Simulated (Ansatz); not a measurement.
# [SiF5]− (SMILES F[Si-](F)(F)(F)F): MP2/6-31G(d) (spherical functions)

Aim: the vertical ionisation energy of [SiF5]− at MP2/6-31G* (spherical functions), from 2 runs. 

Program for the calculation: Ansatz 0.2.0.

16 further runs of the same task are left out: 14 that didn't finish, 2 set aside as unsound or not needed. Runs told in other sessions of the task aren't counted.

**1. The system as given**

[SiF5]−: 6 atoms, total charge -1, spin state singlet. As SMILES, `F[Si-](F)(F)(F)F`. Geometry: relaxed at PBE0-D4/def2-TZVPD.

Bond lengths: F1–Si2 1.669 Å, Si2–F3 1.628 Å, Si2–F4 1.628 Å, Si2–F5 1.669 Å, Si2–F6 1.627 Å. Angles: F1–Si2–F3 90.0°, F1–Si2–F4 90.0°, F1–Si2–F5 180.0°, F1–Si2–F6 90.0°, F3–Si2–F4 120.0°, F3–Si2–F5 90.0°, F3–Si2–F6 120.0°, F4–Si2–F5 90.0°, F4–Si2–F6 120.0°, F5–Si2–F6 90.0°.

**2. A single-point energy at MP2/6-31G(d) (spherical functions)**

Contents of molecule.yaml:

```yaml
crystal:
  periodic: [false, false, false]
  atoms:
    - {symbol: F, position_ang: [-0.716900, -1.106000, 1.023500]}
    - {symbol: Si, position_ang: [-0.000000, -0.000000, -0.000000]}
    - {symbol: F, position_ang: [-1.466700, 0.583500, -0.396400]}
    - {symbol: F, position_ang: [0.651500, -1.218400, -0.860200]}
    - {symbol: F, position_ang: [0.716500, 1.105800, -1.024000]}
    - {symbol: F, position_ang: [0.815500, 0.635100, 1.257000]}
basis:
  gaussian:
    orbitals: 6-31G_st_-spherical.json
total_charge: -1
correlation:
  method: mp2
  frozen_orbitals: {F: 1, Si: 5}
accuracy: high
```

The basis set 6-31G* is read from a file made from the Basis Set Exchange's data (not shown).

Launch:

```sh
$ ansatz run molecule.yaml --threads 1 --pin off --max-ram 3480MiB --events-out events.jsonl --progress --plain --runs-dir runs
```

The log of the run:

```text
Warning: RAYON_NUM_THREADS=1 ignored (pool sized by the plan → 1); use --threads N
Functional definition: HF
  name "HF"
  exchange = exact_x
  correlation = 0
1915 factors; integrals over basis functions are off by at most 3.6e-9 eV
mean field evaluation 1: about -21398.5415 eV, gradient 3.3e1 eV
mean field evaluation 2: about -21398.6284 eV, gradient 3.3e1 eV
mean field evaluation 4: about -21400.6182 eV, gradient 2.2e0 eV
mean field evaluation 8: about -21400.6303 eV, gradient 6.0e-2 eV
mean field -21400.63031371 eV, -786.4586581605 hartree, gradient 1.9e-8 eV, S^2 0.000000; 0 other end points of the search recorded, 0 dependent functions left out
10 core orbitals not correlated: weight in the atoms' cores, before any rotation towards them, 1.000 or more for the frozen orbitals, at most 0.000 for the correlated occupied ones
reference -21400.63031371 eV, -786.4586581605 hartree; 20, 20 occupied and 58, 58 virtual orbitals, 1915 factors
second order -25.78107278 eV of doubles, -0.00000000 eV of singles
Total energy: -21426.41138648 eV, -787.4060951100 hartree
```

Run time: 3.3 s. Hardware: 1 thread of Arm Neoverse V1, shared host; peak memory 0.26 GiB.

**3. Doublet neutral SiF5**

Contents of input.yaml:

```yaml
crystal:
  periodic: [false, false, false]
  atoms:
    - {symbol: F, position_ang: [-0.716900, -1.106000, 1.023500]}
    - {symbol: Si, position_ang: [-0.000000, -0.000000, -0.000000]}
    - {symbol: F, position_ang: [-1.466700, 0.583500, -0.396400]}
    - {symbol: F, position_ang: [0.651500, -1.218400, -0.860200]}
    - {symbol: F, position_ang: [0.716500, 1.105800, -1.024000]}
    - {symbol: F, position_ang: [0.815500, 0.635100, 1.257000]}
basis:
  gaussian:
    orbitals: 6-31G_st_-spherical.json
accuracy: high
correlation:
  method: mp2
  frozen_orbitals: {F: 1, Si: 5}
magnetization:
  spin_polarized: true
  initial_magnetization: 1
```

The basis set 6-31G* is read from a file made from the Basis Set Exchange's data (not shown).

Launch:

```sh
$ ansatz run input.yaml --threads 1 --pin off --max-ram 3480MiB --events-out events.jsonl --progress --plain --runs-dir runs
```

The log of the run, shortened:

```text
Warning: RAYON_NUM_THREADS=1 ignored (pool sized by the plan → 1); use --threads N
[... 2 set-up lines as earlier in the session ...]
[...]
1915 factors; integrals over basis functions are off by at most 3.6e-9 eV
[...]
mean field -21393.29034496 eV, -786.1889192844 hartree, gradient 6.8e-8 eV, S^2 0.754383; 11 other end points of the search recorded, 0 dependent functions left out
10 core orbitals not correlated: weight in the atoms' cores, before any rotation towards them, 1.000 or more for the frozen orbitals, at most 0.000 for the correlated occupied ones
reference -21393.29034496 eV, -786.1889192844 hartree; 20, 19 occupied and 58, 59 virtual orbitals, 1915 factors
second order -24.52827229 eV of doubles, -0.00000000 eV of singles
Total energy: -21417.81861725 eV, -787.0903166651 hartree
```

It took 65 s on 1 thread of Arm Neoverse V1, shared host; peak memory 0.46 GiB.

**4. Summary of results**

Level: MP2/6-31G* (spherical functions), 10 core orbitals frozen.

```
                                                          quantity          value
                                     singlet [SiF5]−: total energy  -787.40610 Eh
     singlet [SiF5]−: correlation energy (10 core orbitals frozen)     -947.4 mEh
                                doublet neutral SiF5: total energy  -787.09032 Eh
doublet neutral SiF5: correlation energy (10 core orbitals frozen)     -901.4 mEh
           doublet neutral SiF5: ⟨S²⟩ of the reference determinant          0.754
               vertical detachment energy (to the doublet neutral)       8.593 eV
```

In words: Removing an electron at fixed nuclei costs 8.59 eV (829 kJ/mol).
